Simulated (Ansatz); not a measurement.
# CH5ClO2Si2: a ladder of functionals and wavefunction methods

Aim: compute CH5ClO2Si2 with functionals from several rungs and with coupled cluster. The yardstick is the atomisation energy at the CCSD(T) limit.

Program: Ansatz 0.2.0, Gaussian basis. Level of theory: functionals in def2-TZVPP, the program's frozen cores in correlated methods. These are calculated values, not measurements.

Plan: PBE-D4, r2SCAN-D4, PBE0-D4, B3LYP-D4, ωB97X-V, ωB97M-V, B2PLYP; CCSD(T)/def2-TZVPP; MP2/def2-QZVPP; extrapolation to the limit.

**1. The relaxed structure**

An earlier PBE0-D4 in a triple-zeta def2 set relaxation fixed the geometry.

SMILES `Cl[SiH]1CO[SiH2]O1`, 11 atoms, charge 0, spin multiplicity 1.

Atoms are counted from 1 here; the program's logs count them from 0.

Bond lengths: Cl1–Si2 2.047 Å, Si2–C3 1.900 Å, Si2–O6 1.642 Å, Si2–H7 1.476 Å, C3–O4 1.431 Å, C3–H8 1.093 Å, C3–H9 1.096 Å, O4–Si5 1.650 Å, Si5–O6 1.656 Å, Si5–H10 1.481 Å, Si5–H11 1.480 Å. Angles: Cl1–Si2–C3 111.8°, Cl1–Si2–O6 111.1°, Cl1–Si2–H7 106.9°, C3–Si2–O6 98.8°, C3–Si2–H7 116.9°, O6–Si2–H7 111.3°, Si2–C3–O4 106.6°, Si2–C3–H8 112.3°, Si2–C3–H9 111.9°, O4–C3–H8 109.0°, O4–C3–H9 109.4°, H8–C3–H9 107.6°, C3–O4–Si5 117.5°, O4–Si5–O6 102.5°, O4–Si5–H10 111.5°, O4–Si5–H11 110.7°, O6–Si5–H10 109.9°, O6–Si5–H11 111.2° and more.

**2. PBE-D4 (GGA)**

The input, in.yaml:

```yaml
crystal:
  periodic: [false, false, false]
  atoms:
    - {symbol: Cl, position_ang: [-2.914252, -0.266588, 0.013544]}
    - {symbol: Si, position_ang: [-1.093698, 0.551449, 0.469264]}
    - {symbol: C, position_ang: [0.154739, -0.769247, 1.022388]}
    - {symbol: O, position_ang: [1.116173, -0.888450, -0.030441]}
    - {symbol: Si, position_ang: [1.032494, 0.202245, -1.265398]}
    - {symbol: O, position_ang: [-0.323457, 1.072292, -0.883536]}
    - {symbol: H, position_ang: [-1.345985, 1.665237, 1.405046]}
    - {symbol: H, position_ang: [-0.315451, -1.742385, 1.187052]}
    - {symbol: H, position_ang: [0.664110, -0.485979, 1.950362]}
    - {symbol: H, position_ang: [2.214931, 1.094037, -1.283677]}
    - {symbol: H, position_ang: [0.875695, -0.489513, -2.564004]}
basis:
  gaussian: {orbitals: def2-TZVPP}
hamiltonian: {xc: pbe, dispersion: d4}
output: {forces: true, orbitals: {seedname: orbitals}}
```

Command:

```sh
ansatz run in.yaml --threads 4 --pin off --events-out ev --progress --plain --max-ram 10444MiB
```

The runs that follow: r2SCAN-D4 (meta-GGA); PBE0-D4 (hybrid); B3LYP-D4 (hybrid); ωB97X-V (range-separated); ωB97M-V (range-separated); B2PLYP (double hybrid); CCSD(T) in def2-TZVPP; MP2 in def2-QZVPP.

**Question.** What will the summary of the whole plan be? Wanted: atomisation energy, CCSD(T)/CBS; farthest; mean size of error, hybrid; mean size of error, range-separated; gap, smallest and largest; T1 diagnostic; triples share of the correlation energy.

**Answer**, as computed:

| quantity | value |
| --- | --- |
| atomisation energy, CCSD(T)/CBS | 44.124 eV |
| functionals within 0.221 eV (0.5 %) | r2SCAN-D4, ωB97X-V, ωB97M-V |
| farthest | B2PLYP (-0.789 eV) |
| mean size of error, hybrid | 0.464 eV |
| mean size of error, range-separated | 0.080 eV |
| gap, smallest and largest | 6.05 eV (PBE-D4), 12.87 eV (ωB97X-V) |
| T1 diagnostic | 0.0118 |
| triples share of the correlation energy | 3.8 % |

In words: PBE-D4 misses by +0.223 eV. Double hybrids carry the basis error of their MP2 part in triple zeta, and no dispersion term here, so their miss is partly the set-up's. Misses under about 0.221 eV are within the doubt on the reference itself, which lacks core-valence correlation, relativity and higher excitations. Hartree-Fock recovers 73 % of the binding; the rest is correlation. Orbital gaps span 6.0 to 12.9 eV; exact exchange widens them.
